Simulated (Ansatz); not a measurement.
# The germanium atom (triplet): the correlation ladder, 6-31G

Aim: climb from Hartree-Fock through coupled cluster and multireference methods for the germanium atom (triplet) at one geometry and basis, and see what each rung misses.

Program: Ansatz 0.2.0, Gaussian basis. Level of theory: 6-31G, core rule «outside noble gas», up to 14 orbitals frozen. These are calculated values, not measurements.

Plan: UHF; CCSD(T) on ROHF; CCSD(T) on UHF; BCCD(T) on ROHF; CISD; CCSDT(Q) on ROHF; CCSDT(Q) on UHF; CASSCF and MRCISD+Q, 4 electrons in 4 orbitals; CASSCF and MRCISD+Q(relaxed), 4 electrons in 4 orbitals; CASSCF and NEVPT4(SD), 4 electrons in 4 orbitals; CASSCF and NEVPT2, 4 electrons in 4 orbitals.

## 1. The atom

A free atom, in its lowest state of this spin that the program finds. No spin-orbit coupling is included. The filled d shell of Ge may be among the frozen orbitals whatever the setting's name suggests; the logs give the count.

1 atom, charge 0, spin multiplicity 3.

## 2. UHF

Input file in.yaml:

```yaml
crystal:
  periodic: [false, false, false]
  atoms:
    - {symbol: Ge, position_ang: [0.000000, 0.000000, 0.000000]}
basis:
  gaussian: {orbitals: 6-31G}
magnetization: {spin_polarized: true, initial_magnetization: 2}
hamiltonian: {xc: hf}
output: {orbitals: {seedname: orbitals}}
```

Run with:

```sh
$ ansatz run in.yaml --threads 1 --pin off --events-out ev --progress --plain --max-ram 2393MiB
```

The runs that follow: CCSD(T) on ROHF; CCSD(T) on UHF; BCCD(T) on ROHF; CISD; CCSDT(Q) on ROHF; CCSDT(Q) on UHF; CASSCF and MRCISD+Q, 4 electrons in 4 orbitals; CASSCF and MRCISD+Q(relaxed), 4 electrons in 4 orbitals; CASSCF and NEVPT4(SD), 4 electrons in 4 orbitals; CASSCF and NEVPT2, 4 electrons in 4 orbitals.

Before running them: what should the planned runs give, taken together? Wanted: UCCSDT(Q) below the RHF energy; RMP2 from UCCSDT(Q); UMP2 from UCCSDT(Q); RCCSD from UCCSDT(Q); RCCSD(T) from UCCSDT(Q); UCCSD(T) from UCCSDT(Q); RCCSDT(Q) from UCCSDT(Q); NEVPT2 valence from UCCSDT(Q); NEVPT4(SD) valence from UCCSDT(Q).

The runs gave:

```
                         quantity                                                                                                                                                        value
   UCCSDT(Q) below the RHF energy                                                                                                                                                   -0.6849 eV
              RMP2 from UCCSDT(Q)                                                                                                                                               +5.13 kcal/mol
              UMP2 from UCCSDT(Q)                                                                                                                                               +5.09 kcal/mol
             RCCSD from UCCSDT(Q)                                                                                                                                               +0.13 kcal/mol
          RCCSD(T) from UCCSDT(Q)                                                                                                                                               +0.05 kcal/mol
          UCCSD(T) from UCCSDT(Q)                                                                                                                                               +0.03 kcal/mol
         RCCSDT(Q) from UCCSDT(Q)                                                                                                                                               +0.03 kcal/mol
    NEVPT2 valence from UCCSDT(Q)                                                                                                                                               +2.44 kcal/mol
NEVPT4(SD) valence from UCCSDT(Q)                                                                                                                                               +0.40 kcal/mol
  MRCISD+Q valence from UCCSDT(Q)                                                                                                                                               +0.01 kcal/mol
levels within 1 kcal/mol (43 meV)  CISD, RCCSD, UCCSD, RCCSD(T), UCCSD(T), BCCD(T), RCCSDT, UCCSDT, RCCSDT(Q), NEVPT4(SD) valence, MRCISD valence, MRCISD+Q valence, MRCISD+Q(relaxed) valence
                    T1 diagnostic                                                                                                                                                        0.007
   effectively unpaired electrons                                                                                                                                                         2.01
```

RCCSD(T) lands +0.05 kcal/mol from the yardstick (0.3 % of the correlation energy). One determinant dominates. Of the multireference levels listed MRCISD+Q(relaxed) valence comes nearest in total energy (+0.01 kcal/mol), which doesn't show that its space is the better one. These misses are within one basis, not against nature; the frozen cores of restricted and unrestricted runs differ, which can shift their rows.
